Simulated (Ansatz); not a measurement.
# C₂H₇BFNSi: up Jacob's ladder to CCSD(T)

One table from this session's results is given with a row withheld; the runs are named, their logs left out.

Program: Ansatz 0.2.0, Gaussian basis. Level of theory: functionals in def2-TZVPP, the program's frozen cores in correlated methods. These are calculated values, not measurements.

The runs, in order: LDA (SPW92), PBE-D4, revPBE-D4, BLYP-D4, r2SCAN-D4, B97M-V, PBE0-D4, B3LYP-D4, r2SCANh-D4, r2SCAN0-D4, HSE06-D4, BHLYP-D4, CAM-B3LYP-D4, LC-ωPBE, ωB97X-V, ωB97M-V, B2PLYP, PBE-QIDH; CCSD(T)/def2-SVP; CCSD(T)/def2-TZVPP; MP2/def2-QZVPP; extrapolation to the limit; RPA on PBE.

### The relaxed structure

An earlier PBE0-D4 in a triple-zeta def2 set relaxation fixed the geometry.

SMILES `NB(F)/C=C/[SiH3]`, 13 atoms, charge 0, spin multiplicity 1.

Atoms are counted from 1 here; the program's logs count them from 0.

Bond lengths: N1–B2 1.395 Å, N1–H7 1.006 Å, N1–H8 1.004 Å, B2–F3 1.344 Å, B2–C4 1.558 Å, C4–C5 1.339 Å, C4–H9 1.091 Å, C5–Si6 1.861 Å, C5–H10 1.091 Å, Si6–H11 1.487 Å, Si6–H12 1.489 Å, Si6–H13 1.489 Å. Angles: B2–N1–H7 122.6°, B2–N1–H8 122.9°, H7–N1–H8 114.5°, N1–B2–F3 118.0°, N1–B2–C4 122.8°, F3–B2–C4 119.2°, B2–C4–C5 122.7°, B2–C4–H9 119.0°, C5–C4–H9 118.2°, C4–C5–Si6 124.1°, C4–C5–H10 117.3°, Si6–C5–H10 118.6°, C5–Si6–H11 109.1°, C5–Si6–H12 110.8°, C5–Si6–H13 110.8°, H11–Si6–H12 109.3°, H11–Si6–H13 109.3°, H12–Si6–H13 107.6°.

As a file:

| atom | x (Å) | y (Å) | z (Å) |
| --- | --- | --- | --- |
| N1 | 0.2730 | -2.8560 | -0.0680 |
| B2 | 0.5592 | -1.5643 | -0.5115 |
| F3 | 1.4262 | -1.4244 | -1.5290 |
| C4 | -0.0804 | -0.2927 | 0.1212 |
| C5 | 0.1955 | 0.9457 | -0.3061 |
| Si6 | -0.5455 | 2.4899 | 0.4213 |
| H7 | 0.6881 | -3.6746 | -0.4788 |
| H8 | -0.3626 | -3.0448 | 0.6855 |
| H9 | -0.7837 | -0.4085 | 0.9474 |
| H10 | 0.9001 | 1.0449 | -1.1327 |
| H11 | -1.4673 | 2.1136 | 1.5259 |
| H12 | 0.5181 | 3.3862 | 0.9515 |
| H13 | -1.3002 | 3.2504 | -0.6121 |

Set-up of the first run:

in.yaml reads:

```yaml
crystal:
  periodic: [false, false, false]
  atoms:
    - {symbol: N, position_ang: [0.273027, -2.855964, -0.068022]}
    - {symbol: B, position_ang: [0.559157, -1.564314, -0.511485]}
    - {symbol: F, position_ang: [1.426215, -1.424444, -1.528988]}
    - {symbol: C, position_ang: [-0.080430, -0.292671, 0.121162]}
    - {symbol: C, position_ang: [0.195505, 0.945730, -0.306084]}
    - {symbol: Si, position_ang: [-0.545538, 2.489918, 0.421306]}
    - {symbol: H, position_ang: [0.688086, -3.674622, -0.478775]}
    - {symbol: H, position_ang: [-0.362606, -3.044804, 0.685485]}
    - {symbol: H, position_ang: [-0.783658, -0.408504, 0.947435]}
    - {symbol: H, position_ang: [0.900137, 1.044866, -1.132725]}
    - {symbol: H, position_ang: [-1.467328, 2.113617, 1.525949]}
    - {symbol: H, position_ang: [0.518148, 3.386151, 0.951504]}
    - {symbol: H, position_ang: [-1.300215, 3.250440, -0.612063]}
basis:
  gaussian: {orbitals: def2-TZVPP}
hamiltonian: {xc: lda}
output: {orbitals: {seedname: orbitals}}
```

Among the steps run: LDA; PBE-D4 (GGA); revPBE-D4 (GGA); BLYP-D4 (GGA); r2SCAN-D4 (meta-GGA); B97M-V (meta-GGA); PBE0-D4 (hybrid); B3LYP-D4 (hybrid); r2SCANh-D4 (hybrid); r2SCAN0-D4 (hybrid); HSE06-D4 (hybrid); BHLYP-D4 (hybrid); CAM-B3LYP-D4 (range-separated); LC-ωPBE (range-separated); ωB97X-V (range-separated); ωB97M-V (range-separated); B2PLYP (double hybrid); PBE-QIDH (double hybrid).

One table of the session follows, with a row left open; its other results are not shown here.

It belongs to the step «Frontier levels by functional». 

```
  functional  HOMO (eV)  gap (eV)
 LDA (SPW92)      -6.81      4.51
      PBE-D4      -6.64      4.56
   revPBE-D4      -6.57      4.58
     BLYP-D4      -6.47      4.57
   r2SCAN-D4      -6.88      4.95
      B97M-V      -6.93      5.01
     PBE0-D4      -7.81      6.66
    B3LYP-D4      -7.57      6.23
  r2SCANh-D4      -7.32      5.73
  r2SCAN0-D4      -7.98      6.90
    HSE06-D4      -7.41      5.88
    BHLYP-D4      -8.79      8.73
CAM-B3LYP-D4          ?         ?
     LC-ωPBE     -10.51     11.62
     ωB97X-V     -10.11     11.16
     ωB97M-V     -10.01     10.95
```

Estimate the missing values for CAM-B3LYP-D4.

As computed: HOMO (eV): -9.11; gap (eV): 9.11. In the column «HOMO (eV)» it lies between ωB97M-V (-10.01) and BHLYP-D4 (-8.79).
